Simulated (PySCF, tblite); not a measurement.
# C4H9BN2Si: geometry, infrared bands and NMR shifts

What infrared bands and NMR shifts should C4H9BN2Si (`C[BH2-][N+]#C[SiH2]CC#N`) show?

The runs use tblite 0.8.0 and PySCF 2.14.0, with density-fitted response routines of our own; the level of theory stands in each step. All values are computed, except where a source is named. Atoms are numbered from 0 throughout.

**1. The starting structure**

17 atoms, charge 0, multiplicity 1; geometry from: force field or distance geometry start.

Bonds of the start (Å): C0–B1 1.60, B1–N2 1.51, N2–C3 1.15, C3–Si4 1.82, Si4–C5 1.87, C5–C6 1.47, C6–N7 1.15, C0–H8 1.10, C0–H9 1.09, C0–H10 1.11, B1–H11 1.21, B1–H12 1.19, Si4–H13 1.49, Si4–H14 1.45, C5–H15 1.14, C5–H16 1.09.

**2. Relaxing the molecule with GFN2-xTB**

Job settings and geometry (Å):

```
{"job": {"kind": "relax", "xc": "GFN2-xTB", "basis": "xTB"}, "charge": 0, "multiplicity": 1}
C     -3.330900     0.378500    -0.150800
B     -2.421400    -0.184300     1.033000
N     -1.020600    -0.436100     0.522700
C      0.045000    -0.606800     0.118000
Si     1.738700    -0.891800    -0.494400
C      2.688700     0.714600    -0.524600
C      4.123000     0.463400    -0.345300
N      5.243100     0.266500    -0.184600
H     -4.383100     0.226900     0.129200
H     -3.129800    -0.129200    -1.099300
H     -3.173100     1.461300    -0.325900
H     -2.413200     0.672600     1.886500
H     -2.837200    -1.216000     1.452800
H      1.585400    -1.469900    -1.854300
H      2.462000    -1.862700     0.306300
H      2.289300     1.314800     0.355600
H      2.527000     1.310300    -1.418200
```

Run with:

```bash
> OMP_NUM_THREADS=1 python probes_run.py task.json out
```

One launch serves the whole session: the jobs run in the order shown.

Log:

```text
step      E/eV     max force
  0    -595.07530    1.843
  1    -595.22850    1.879
  2    -595.21557    3.683
  3    -595.29703    0.497
  4    -595.31199    0.726
  5    -595.33733    0.971
  6    -595.35333    0.336
  7    -595.35933    0.252
  8    -595.36690    0.332
  9    -595.37326    0.280
 10    -595.37820    0.201
 11    -595.38115    0.114
 12    -595.38317    0.133
 13    -595.38516    0.145
 14    -595.38748    0.173
 15    -595.38966    0.126
 16    -595.39118    0.103
 17    -595.39210    0.072
 18    -595.39283    0.062
 19    -595.39355    0.063
 20    -595.39422    0.068
 21    -595.39489    0.065
 22    -595.39563    0.075
 23    -595.39639    0.085
 24    -595.39709    0.068
 25    -595.39770    0.062
 26    -595.39835    0.068
 27    -595.39911    0.085
 28    -595.39983    0.063
 29    -595.40036    0.052
 30    -595.40075    0.051
 31    -595.40112    0.054
 32    -595.40151    0.052
 33    -595.40184    0.049
 34    -595.40213    0.037
 35    -595.40246    0.050
 36    -595.40293    0.073
 37    -595.40353    0.070
 38    -595.40413    0.061
 39    -595.40470    0.070
 40    -595.40533    0.083
 41    -595.40615    0.079
 42    -595.40712    0.069
 43    -595.40816    0.071
 44    -595.40937    0.088
 45    -595.41084    0.111
 46    -595.41240    0.125
 47    -595.41347    0.088
 48    -595.41290    0.201
 49    -595.41465    0.068
 50    -595.41504    0.058
 51    -595.41639    0.064
 52    -595.41672    0.047
 53    -595.41731    0.062
 54    -595.41770    0.075
 55    -595.41824    0.075
 56    -595.41866    0.048
 57    -595.41897    0.054
 58    -595.41927    0.079
 59    -595.41957    0.079
 60    -595.42002    0.045
 61    -595.42018    0.025
 62    -595.42029    0.025
 63    -595.42037    0.029
 64    -595.42049    0.036
 65    -595.42069    0.037
 66    -595.42094    0.033
 67    -595.42118    0.039
 68    -595.42138    0.038
 69    -595.42157    0.038
 70    -595.42183    0.056
 71    -595.42216    0.043
 72    -595.42248    0.041
 73    -595.42278    0.047
 74    -595.42316    0.047
 75    -595.42371    0.096
 76    -595.42427    0.061
 77    -595.42500    0.070
 78    -595.42558    0.063
 79    -595.42623    0.057
 80    -595.42682    0.063
 81    -595.42736    0.112
 82    -595.42778    0.126
 83    -595.42816    0.077
 84    -595.42845    0.149
 85    -595.42870    0.059
 86    -595.42884    0.024
 87    -595.42895    0.023
 88    -595.42906    0.023
 89    -595.42926    0.029
 90    -595.42943    0.027
 91    -595.42954    0.036
 92    -595.42962    0.030
 93    -595.42970    0.037
 94    -595.42982    0.021
 95    -595.42988    0.017
 96    -595.42991    0.012
 97    -595.42993    0.011
 98    -595.42996    0.018
 99    -595.42999    0.015
100    -595.43001    0.012
101    -595.43003    0.018
102    -595.43005    0.015
103    -595.43008    0.018
104    -595.43013    0.018
105    -595.43018    0.014
106    -595.43021    0.012
107    -595.43022    0.022
108    -595.43023    0.029
109    -595.43026    0.031
110    -595.43031    0.028
111    -595.43035    0.031
112    -595.43039    0.021
113    -595.43044    0.023
114    -595.43052    0.046
115    -595.43059    0.039
116    -595.43064    0.029
117    -595.43067    0.023
118    -595.43069    0.019
119    -595.43072    0.017
120    -595.43075    0.013
121    -595.43079    0.012
122    -595.43085    0.025
123    -595.43091    0.028
124    -595.43096    0.020
125    -595.43101    0.015
126    -595.43105    0.019
127    -595.43109    0.021
128    -595.43113    0.034
129    -595.43115    0.009
```

It took 0.78 s on 1 thread of Arm Neoverse V2, shared host; peak memory 0.18 GiB.

Along the way: (not every step is listed) (the energy doesn't fall at every step)

| step | energy from step 0 (eV) | largest force (eV/Å) |
| --- | --- | --- |
| 0 | 0.0000 | 1.8431 |
| 1 | -0.1532 | 1.8787 |
| 2 | -0.1403 | 3.6826 |
| 3 | -0.2217 | 0.4974 |
| 4 | -0.2367 | 0.7258 |
| 5 | -0.2620 | 0.9714 |
| 6 | -0.2780 | 0.3357 |
| 7 | -0.2840 | 0.2521 |
| 8 | -0.2916 | 0.3321 |
| 19 | -0.3183 | 0.0634 |
| 30 | -0.3255 | 0.0512 |
| 41 | -0.3309 | 0.0785 |
| 52 | -0.3414 | 0.0466 |
| 63 | -0.3451 | 0.0293 |
| 74 | -0.3479 | 0.0473 |
| 85 | -0.3534 | 0.0592 |
| 96 | -0.3546 | 0.0123 |
| 107 | -0.3549 | 0.0224 |
| 118 | -0.3554 | 0.0187 |
| 124 | -0.3557 | 0.0195 |
| 125 | -0.3557 | 0.0147 |
| 126 | -0.3558 | 0.0188 |
| 127 | -0.3558 | 0.0213 |
| 128 | -0.3558 | 0.0343 |
| 129 | -0.3559 | 0.0091 |

Distances of close pairs at the start and the end, largest changes first:

| bond | before (Å) | after (Å) | change (Å) |
| --- | --- | --- | --- |
| B1–N2 | 1.512 | 1.443 | -0.069 |
| Si4–C5 | 1.867 | 1.921 | +0.054 |
| C0–B1 | 1.595 | 1.644 | +0.049 |
| C5–H15 | 1.138 | 1.092 | -0.046 |
| C5–C6 | 1.467 | 1.429 | -0.038 |
| C3–Si4 | 1.823 | 1.856 | +0.033 |
| Si4–H13 | 1.486 | 1.462 | -0.024 |
| C0–H10 | 1.108 | 1.088 | -0.020 |

The final coordinates are the input of the step that follows.

**3. Vibrational analysis with GFN2-xTB**

Job settings and geometry (Å):

```
{"job": {"kind": "ir", "xc": "GFN2-xTB", "basis": "xTB"}, "charge": 0, "multiplicity": 1}
C     -3.162126     0.386682    -0.316242
B     -2.416969    -0.172208     1.038677
N     -1.061377    -0.473197     0.647431
C      0.007505    -0.679915     0.257245
Si     1.719127    -1.006712    -0.381835
C      2.586153     0.701148    -0.234896
C      3.943879     0.618311    -0.673946
N      5.026400     0.524621    -1.031173
H     -4.191320     0.639484    -0.079346
H     -3.174863    -0.357348    -1.109519
H     -2.680578     1.281405    -0.704439
H     -2.340611     0.655845     1.894645
H     -2.883732    -1.197024     1.431883
H      1.616920    -1.416141    -1.781308
H      2.358349    -1.988298     0.492076
H      2.576038     1.047985     0.800701
H      2.070208     1.447392    -0.843178
```

Log:

```text
mode    cm-1     km/mol
  1       1.6      0.05
  2      31.0     11.38
  3      49.6      9.13
  4      71.5      3.32
  5     127.8      6.53
  6     152.2      0.31
  7     201.4      0.69
  8     205.8      0.74
  9     316.4      1.92
 10     374.0      1.25
 11     408.5      7.82
 12     450.8     40.19
 13     453.8     16.77
 14     536.4     74.53
 15     539.7     20.52
 16     663.6      3.06
 17     690.8    508.79
 18     713.6     23.16
 19     749.3    252.13
 20     755.6     79.92
 21     807.2      0.49
 22     884.8     12.91
 23     886.1      8.93
 24     958.7     12.24
 25     998.0      2.77
 26    1012.4     36.09
 27    1060.3      8.85
 28    1072.8      0.65
 29    1143.4      2.85
 30    1176.3    138.96
 31    1361.7     23.42
 32    1403.7      6.80
 33    1516.2      1.66
 34    1520.0      0.15
 35    2268.5   1177.03
 36    2288.1    349.27
 37    2293.7     82.56
 38    2404.7    385.45
 39    2410.5    129.60
 40    2424.4    165.89
 41    2964.2      9.99
 42    2973.2     17.87
 43    3018.6     78.04
 44    3023.9     42.43
 45    3045.7     54.15
```

It took 0.53 s on 1 thread of Arm Neoverse V2, shared host; peak memory 0.18 GiB.

The strongest bands and the atoms that carry them (share of the mass-weighted mode):

| cm⁻¹ | km/mol | atoms |
| --- | --- | --- |
| 691 | 508.8 | H14 36 %, H13 35 %, Si4 20 % |
| 749 | 252.1 | H13 47 %, H14 45 % |
| 1176 | 139.0 | C5 38 %, H15 29 %, H16 29 % |
| 2268 | 1177.0 | C3 52 %, N2 43 % |
| 2288 | 349.3 | H13 66 %, H14 29 % |
| 2405 | 385.4 | C6 59 %, N7 38 % |
| 2410 | 129.6 | H11 65 %, H12 25 % |
| 2424 | 165.9 | H12 67 %, H11 27 % |

**4. Shielding tensors: PBE0/pcSseg-1**

Settings changed since step 3:

```diff
@@ -1,2 +1,2 @@
-{"job": {"kind": "ir", "xc": "GFN2-xTB", "basis": "xTB"}, "charge": 0, "multiplicity": 1}
+{"job": {"kind": "nmr", "xc": "PBE0", "basis": "pcSseg-1"}, "charge": 0, "multiplicity": 1}
 C     -3.162126     0.386682    -0.316242
```

With the program's defaults for keys left out, this is: GIAO PBE0/pcSseg-1 NMR shielding, non-relativistic, gas phase.

Log:

```text
coarse grid: 14760 points
cycle   1  E = -580.9490525748  dE =  9.141e-01  |g| = 6.767e-01  |ddm| = 3.663e+00
cycle   2  E = -580.4316912963  dE =  5.174e-01  |g| = 1.554e+00  |ddm| = 1.972e+00
cycle   3  E = -581.0811047905  dE = -6.494e-01  |g| = 1.475e-01  |ddm| = 1.394e+00
cycle   4  E = -581.0846998785  dE = -3.595e-03  |g| = 9.454e-02  |ddm| = 1.654e-01
cycle   5  E = -581.0862086921  dE = -1.509e-03  |g| = 4.297e-02  |ddm| = 6.444e-02
cycle   6  E = -581.0865975829  dE = -3.889e-04  |g| = 9.837e-03  |ddm| = 3.038e-02
cycle   7  E = -581.0866196891  dE = -2.211e-05  |g| = 3.143e-03  |ddm| = 9.060e-03
cycle   8  E = -581.0866217893  dE = -2.100e-06  |g| = 6.550e-04  |ddm| = 2.508e-03
final grid: 138304 points
cycle   9  E = -581.1291888814  dE = -3.158e-05  |g| = 7.423e-03  |ddm| = 2.486e-02
cycle  10  E = -581.1291804404  dE =  8.441e-06  |g| = 9.721e-03  |ddm| = 1.334e-02
cycle  11  E = -581.1292006412  dE = -2.020e-05  |g| = 3.274e-03  |ddm| = 7.514e-03
cycle  12  E = -581.1292030795  dE = -2.438e-06  |g| = 2.999e-04  |ddm| = 2.015e-03
cycle  13  E = -581.1292030991  dE = -1.963e-08  |g| = 9.474e-05  |ddm| = 3.078e-04
cycle  14  E = -581.1292031011  dE = -1.978e-09  |g| = 3.868e-05  |ddm| = 1.011e-04
cycle  15  E = -581.1292031014  dE = -3.126e-10  |g| = 1.693e-05  |ddm| = 3.677e-05
converged SCF energy = -581.1292031014

GIAO shielding tensors (ppm)
atom      isotropic    diamagn.    paramagn.     s11        s22        s33       span
  0 C      178.489     249.558     -71.069    165.133    181.324    189.011     23.878
  1 B      138.221     192.519     -54.298    123.577    135.180    155.905     32.328
  2 N      -27.360     329.005    -356.365   -214.295   -197.253    329.467    543.762
  3 C       69.963     271.008    -201.044    -17.312    -11.974    239.176    256.489
  4 Si     419.032     880.986    -461.954    387.625    426.622    442.850     55.225
  5 C      188.068     252.860     -64.792    177.731    182.096    204.377     26.646
  6 C       68.392     255.805    -187.413    -45.309    -43.524    294.009    339.319
  7 N      -35.967     336.778    -372.745   -210.718   -202.406    305.224    515.941
  8 H       31.392      28.471       2.921     27.250     27.958     38.968     11.719
  9 H       31.572      31.488       0.083     28.321     29.557     36.837      8.516
 10 H       31.680      32.838      -1.157     28.283     29.965     36.792      8.509
 11 H       29.559      30.914      -1.355     25.904     29.840     32.933      7.029
 12 H       29.537      29.803      -0.267     25.893     29.644     33.073      7.180
 13 H       26.935      28.973      -2.038     23.524     25.598     31.685      8.161
 14 H       26.973      28.154      -1.181     23.491     25.506     31.922      8.431
 15 H       29.668      29.516       0.152     24.287     28.867     35.849     11.561
 16 H       29.650      31.027      -1.378     24.255     28.857     35.837     11.583
```

Run time: 27 s. Hardware: 1 thread of Arm Neoverse V2, shared host; peak memory 0.99 GiB.

The references, computed at this level on geometries of the same kind, shield at (ppm): ¹H TMS 31.72, ¹³C TMS 186.9, ²⁹Si TMS 349.2, ¹⁵N NH3 267.7, ¹¹B BF3·OEt2 100.1. Their shielding less the atom's gives the shift. The references are single molecules in the gas phase, so shifts against H2O, NH3, PH3, H3PO4 or CFCl3 are not on the usual liquid scales and can be off by tens of ppm. Atoms listed in one row are averaged.

| atoms | environment | σ (ppm) | δ (ppm) | δ scaled to CDCl3 |
| --- | --- | --- | --- | --- |
| C6 | nitrile carbon | 68.4 | 118.5 | 113.8 |
| C3 | nitrilium-type carbon | 70.0 | 117.0 | 112.2 |
| C0 | methyl carbon bonded to B | 178.5 | 8.4 | 6.3 |
| C5 | sp3 CH2 bonded to Si, α to a nitrile | 188.1 | -1.1 | -3.0 |
| H13, H14 | hydrogen on a silicon bonded to 2 C | 26.95 | 4.76 | – |
| H11, H12 | hydrogen on a boron bonded to C, N | 29.55 | 2.17 | – |
| H15, H16 | hydrogen on an sp3 CH2 bonded to Si, α to a nitrile | 29.66 | 2.06 | 2.05 |
| H8, H9, H10 | hydrogen on a methyl carbon bonded to B | 31.55 | 0.17 | 0.26 |
| B1 | boron bonded to C, N, 2 H | 138.2 | -38.2 | – |
| N7 | nitrile nitrogen | -36.0 | 303.7 | – |
| N2 | donor nitrogen of a Lewis adduct | -27.4 | 295.1 | – |
| Si4 | silicon bonded to 2 C, 2 H | 419.0 | -69.9 | – |

The scaled column applies a straight-line fit of computed shieldings to shifts measured in CDCl3 (root-mean-square error 0.16 ppm for H, 1.9 ppm for C).

The run also stored atomic charges by several schemes (e):

| atoms | Mulliken | IAO | Hirshfeld | ESP fit |
| --- | --- | --- | --- | --- |
| C0 | -0.47 | -0.53 | -0.19 | -0.34 |
| B1 | 0.03 | -0.25 | -0.04 | 0.29 |
| N2 | -0.17 | 0.10 | 0.03 | -0.02 |
| C3 | -0.06 | -0.13 | 0.04 | -0.06 |
| Si4 | 0.76 | 0.82 | 0.43 | 0.60 |
| C5 | -0.52 | -0.58 | -0.12 | -0.51 |
| C6 | 0.03 | 0.13 | 0.08 | 0.42 |
| N7 | -0.23 | -0.24 | -0.22 | -0.47 |

Mayer bond orders: C0–B1 0.92, B1–N2 0.79, N2–C3 2.52, C3–Si4 0.81, Si4–C5 0.87, C5–C6 1.03, C6–N7 3.04.

**5. What came out**

```
                                                              quantity                        value
                             strongest single infrared mode (GFN2-xTB)       2268 cm⁻¹, 1177 km/mol
                                          zero-point energy (GFN2-xTB)                74.9 kcal/mol
                                ¹³C shifts against TMS (PBE0/pcSseg-1)  118.5, 117.0, 8.4, -1.1 ppm
¹H shifts against TMS (PBE0/pcSseg-1, means over atoms taken as alike)   4.76, 2.17, 2.06, 0.17 ppm
                           ¹¹B shifts against BF3·OEt2 (PBE0/pcSseg-1)                    -38.2 ppm
                                ¹⁵N shifts against NH3 (PBE0/pcSseg-1)             303.7, 295.1 ppm
                               ²⁹Si shifts against TMS (PBE0/pcSseg-1)                    -69.9 ppm
```

**Reading.** Relaxing lowered the energy by 0.356 eV in 129 steps; the close pair that moved most is B1–N2, from 1.512 to 1.443 Å. No mode is imaginary among the 45: a minimum at this level. The strongest single mode, at 2268 cm⁻¹, moves mainly C3 and N2. Unscaled tight-binding wavenumbers are off by several per cent, some by more. Its intensities can rank the bands wrongly. C6 (nitrile carbon) lies farthest downfield among carbon, at 118.5 ppm; this is the usual window of a C≡N carbon, which has no attached hydrogen. At PBE0/pcSseg-1: Shielding is most anisotropic at N2 (span 544 ppm, paramagnetic term -356 ppm).
